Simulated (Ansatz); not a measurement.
**GaH₃ (triplet): the correlation ladder at distance Ga1–H3 = 1.956 Å, aug-cc-pVDZ**

How much of the correlation energy of GaH₃ (triplet) does each wave-function method recover here?

Program: Ansatz 0.2.0, Gaussian basis. Level of theory: aug-cc-pVDZ, core rule «outside noble gas», up to 14 orbitals frozen. These are calculated values, not measurements.

The runs, in order: UHF; CCSD(T) on ROHF; CCSD(T) on UHF; BCCD(T) on ROHF; CISD; CCSDT(Q) on ROHF; CCSDT(Q) on UHF; CCSDTQ on ROHF; CCSDTQ on UHF; CASSCF and MRCISD+Q, 4 electrons in 4 orbitals; CASSCF and NEVPT2, 4 electrons in 4 orbitals; CASSCF and MRCISD+Q, 6 electrons in 7 orbitals; CASSCF and NEVPT2, 6 electrons in 7 orbitals; Full CI.

## (1) The geometry

The geometry derives from a PBE0/def2-TZVP stationary point (not a proven minimum). One bond is set to the value named and the two fragments are kept rigid. No spin-orbit coupling is included. The filled d shell of Ga may be among the frozen orbitals whatever the setting's name suggests; the logs give the count.

4 atoms, charge 0, spin multiplicity 3.

Atoms are counted from 1 here; the program's logs count them from 0.

Bond lengths: Ga1–H2 1.585 Å, Ga1–H3 1.955 Å, Ga1–H4 1.955 Å, H3–H4 0.811 Å. Angles: H2–Ga1–H3 100.5°, H2–Ga1–H4 100.5°, H3–Ga1–H4 23.9°, Ga1–H3–H4 78.0°, Ga1–H4–H3 78.0°.

Geometry (Å):

```xyz
4

Ga    0.00000    0.02773   -0.04569
H     0.00000   -1.47760   -0.54147
H     0.40542   -0.22016    1.85118
H    -0.40542   -0.22016    1.85118
```

## (2) UHF

in.yaml

```yaml
crystal:
  periodic: [false, false, false]
  atoms:
    - {symbol: Ga, position_ang: [0.000000, 0.027726, -0.045695]}
    - {symbol: H, position_ang: [0.000000, -1.477599, -0.541473]}
    - {symbol: H, position_ang: [0.405418, -0.220158, 1.851181]}
    - {symbol: H, position_ang: [-0.405418, -0.220158, 1.851181]}
basis:
  gaussian: {orbitals: aug-cc-pVDZ}
magnetization: {spin_polarized: true, initial_magnetization: 2}
hamiltonian: {xc: hf}
output: {orbitals: {seedname: orbitals}}
```

Started as:

```console
ansatz run in.yaml --threads 1 --pin off --events-out ev --progress --plain --max-ram 3956MiB --backend cpu
```

The runs that follow: CCSD(T) on ROHF; CCSD(T) on UHF; BCCD(T) on ROHF; CISD; CCSDT(Q) on ROHF; CCSDT(Q) on UHF; CCSDTQ on ROHF; CCSDTQ on UHF; CASSCF and MRCISD+Q, 4 electrons in 4 orbitals; CASSCF and NEVPT2, 4 electrons in 4 orbitals; CASSCF and MRCISD+Q, 6 electrons in 7 orbitals; CASSCF and NEVPT2, 6 electrons in 7 orbitals; Full CI.

**Question.** What will the summary of the whole plan be? Wanted: FCI below the RHF energy; RMP2 from FCI; UMP2 from FCI; RCCSD from FCI; RCCSD(T) from FCI; UCCSD(T) from FCI; RCCSDT(Q) from FCI; UCCSDT(Q) from FCI; NEVPT2 valence from FCI.

**Answer**, as computed:

| quantity | value |
| --- | --- |
| FCI below the RHF energy | -2.6337 eV |
| RMP2 from FCI | +66.2 kJ/mol |
| UMP2 from FCI | +64.0 kJ/mol |
| RCCSD from FCI | +6.4 kJ/mol |
| RCCSD(T) from FCI | +1.6 kJ/mol |
| UCCSD(T) from FCI | +0.3 kJ/mol |
| RCCSDT(Q) from FCI | -0.1 kJ/mol |
| UCCSDT(Q) from FCI | -1.4 kJ/mol |
| NEVPT2 valence from FCI | +49.5 kJ/mol |
| MRCISD+Q valence from FCI | +1.3 kJ/mol |
| levels within 1 kcal/mol (43 meV) | RCCSD(T), UCCSD(T), BCCD(T), RCCSDT, UCCSDT, RCCSDT(Q), UCCSDT(Q), RCCSDTQ, UCCSDTQ, MRCISD+Q valence |
| T1 diagnostic | 0.026 |
| effectively unpaired electrons | 2.03 |

What this shows: RCCSD(T) lands +1.6 kJ/mol from the yardstick (0.6 % of the correlation energy). UCCSDT, UCCSDT(Q), UCCSDTQ fall below full CI: unrestricted runs freeze a spin-polarised core, another one than full CI's, and coupled cluster isn't variational. One determinant dominates. Of the multireference levels listed MRCISD+Q valence comes nearest in total energy (+1.3 kJ/mol), which doesn't show that its space is the better one. These misses are within one basis, not against nature; the frozen cores of restricted and unrestricted runs differ, which can shift their rows.
